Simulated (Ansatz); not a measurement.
# MgS (Fm-3m): equation of state with a fit

Where is the equilibrium volume of MgS (Fm-3m), and how stiff is it? Wanted for MgS (Fm-3m): an equation of state with a fit.

Program: Ansatz 0.2.0 through its Python package. Level of theory: DFT r2SCAN, plane waves, PAW. These are calculated values, not measurements.

## (1) The system

Symmetry: Fm-3m, No. 225, cubic system. The conventional cell has a = 5.203 Å, b = 5.203 Å, c = 5.203 Å, α = 90.00°, β = 90.00°, γ = 90.00°. Mg (site symmetry m-3m) is surrounded by 6 S at 2.60 Å. Around S (site symmetry m-3m) lie 6 Mg at 2.60 Å.

The script holds or builds the structure itself.

## (2) The code

Input file eos.py:

```python
"""Equation of state of MgS."""

import warnings

import ansatz as az
import numpy as np

vectors0 = np.array([
    [0.0, 2.60165, 2.60165],
    [2.60165, 0.0, 2.60165],
    [2.60165, 2.60165, 0.0],
])
sites = [
    ("Mg", (0.0, 0.0, 0.0)),
    ("S", (0.5, 0.5, 0.5)),
]


def crystal_on(cell):
    crystal = az.Crystal(lattice=az.Lattice.of(cell))
    for symbol, position in sites:
        crystal = crystal.atom(symbol, position)
    return crystal


def main() -> None:
    warnings.simplefilter("ignore", az.DeckWarning)

    # scale the volume, keep shape and fractions
    volumes, energies = [], []
    for scale in np.linspace(0.88, 1.12, 7):
        cell = vectors0 * scale ** (1 / 3)
        calculation = (
            crystal_on(cell).calculation()
            .functional("r2scan")
            .basis(500)
            .occupations(az.OccupationsMethod.FIXED)
            .scf(tolerance=1e-08)
            .kpoints(6, 6, 6)
        )
        report = calculation.run(threads=1, backend="cpu").report
        volumes.append(abs(np.linalg.det(cell)) / len(sites))
        energies.append(report["free_energy_ev"] / len(sites))
        print(f"V = {volumes[-1]:8.4f} A^3/atom  F = {energies[-1]:.5f} eV/atom")

    # third-order Birch-Murnaghan: a cubic in V^(-2/3)
    x = np.array(volumes) ** (-2 / 3)
    poly = np.polynomial.Polynomial.fit(x, energies, 3).convert()
    roots = poly.deriv().roots()
    x0 = min((r.real for r in roots if abs(r.imag) < 1e-9 and poly.deriv(2)(r.real) > 0), key=lambda r: abs(r - x.mean()))
    v0 = x0 ** -1.5
    b0 = 4 / 9 * poly.deriv(2)(x0) * v0 ** (-7 / 3) * 160.21766
    b1 = 4 + 2 / 3 * x0 * poly.deriv(3)(x0) / poly.deriv(2)(x0)
    print(f"V0 = {v0:.4f} A^3/atom, B0 = {b0:.1f} GPa, dB/dP = {b1:.2f}")


if __name__ == "__main__":
    main()
```

## (3) What the engine is handed

The package turns the script's settings into the engine's input (first run):

```yaml
crystal:
  lattice:
    - [0.0, 2.4931194942254784, 2.4931194942254784]
    - [2.4931194942254784, 0.0, 2.4931194942254784]
    - [2.4931194942254784, 2.4931194942254784, 0.0]
  atoms:
    - { symbol: Mg, position: [0.0, 0.0, 0.0] }
    - { symbol: S, position: [0.5, 0.5, 0.5] }
basis:
  ecutwfc: 500.0
kpoints:
  mp_grid:
    grid: [6, 6, 6]
hamiltonian:
  xc: r2scan
scf:
  convergence:
    dr2_threshold: 1.0e-08
  occupations:
    method: fixed
```

## (4) Running it

Launch:

```bash
python eos.py
```

What it wrote:

```text
V =  15.4963 A^3/atom  F = -1417.70867 eV/atom
V =  16.2007 A^3/atom  F = -1417.75467 eV/atom
V =  16.9051 A^3/atom  F = -1417.77948 eV/atom
V =  17.6095 A^3/atom  F = -1417.78706 eV/atom
V =  18.3139 A^3/atom  F = -1417.78054 eV/atom
V =  19.0182 A^3/atom  F = -1417.76249 eV/atom
V =  19.7226 A^3/atom  F = -1417.73503 eV/atom
V0 = 17.6122 A^3/atom, B0 = 79.8 GPa, dB/dP = 4.04
```

Run time: 7.3 s. Hardware: 1 thread of Arm Neoverse V2, shared host; peak memory 0.4 GiB.

## (5) What changed from run to run

The engine's inputs for some of the other runs:

Run 2, against run 1:

```diff
@@ -3,3 +3,3 @@
-    - [0.0, 2.4931194942254784, 2.4931194942254784]
-    - [2.4931194942254784, 0.0, 2.4931194942254784]
-    - [2.4931194942254784, 2.4931194942254784, 0.0]
+    - [0.0, 2.5303357197322867, 2.5303357197322867]
+    - [2.5303357197322867, 0.0, 2.5303357197322867]
+    - [2.5303357197322867, 2.5303357197322867, 0.0]
```

Run 3, against run 1:

```diff
@@ -3,3 +3,3 @@
-    - [0.0, 2.4931194942254784, 2.4931194942254784]
-    - [2.4931194942254784, 0.0, 2.4931194942254784]
-    - [2.4931194942254784, 2.4931194942254784, 0.0]
+    - [0.0, 2.5664882572727468, 2.5664882572727468]
+    - [2.5664882572727468, 0.0, 2.5664882572727468]
+    - [2.5664882572727468, 2.5664882572727468, 0.0]
```

Run 7, against run 1:

```diff
@@ -3,3 +3,3 @@
-    - [0.0, 2.4931194942254784, 2.4931194942254784]
-    - [2.4931194942254784, 0.0, 2.4931194942254784]
-    - [2.4931194942254784, 2.4931194942254784, 0.0]
+    - [0.0, 2.701810456016185, 2.701810456016185]
+    - [2.701810456016185, 0.0, 2.701810456016185]
+    - [2.701810456016185, 2.701810456016185, 0.0]
```

## (6) The engine's runs

One row for each of the 7 runs:

```
run  volume (Å³/atom)  energy from run 4 (meV/atom)  gap on the mesh (eV)  SCF cycles  CPU time (s)
  1            15.496                         78.39                  3.72           6             1
  2            16.201                         32.39                  3.63           6          0.82
  3            16.905                          7.58                  3.55           6          0.83
  4            17.609                          0.00                  3.46           6          0.83
  5            18.314                          6.52                  3.38           6          0.89
  6            19.018                         24.57                  3.29           6          0.91
  7            19.723                         52.03                  3.21           6          0.92
```

## (7) Outcome

```
                      quantity           value
                 runs compared               7
               range of energy  78.39 meV/atom
lowest point, volume (Å³/atom)          17.609
      equilibrium volume (fit)   17.61 Å³/atom
            bulk modulus (fit)          80 GPa
```

A third-order Birch-Murnaghan fit through the 7 points has its minimum at 17.61 Å³ an atom, 0.0 % above the typed cell, with a bulk modulus of 80 GPa and dB/dP = 4.0. From that minimum the energy rises by 78.4 meV an atom on the compressed side and 52.0 meV on the expanded side.
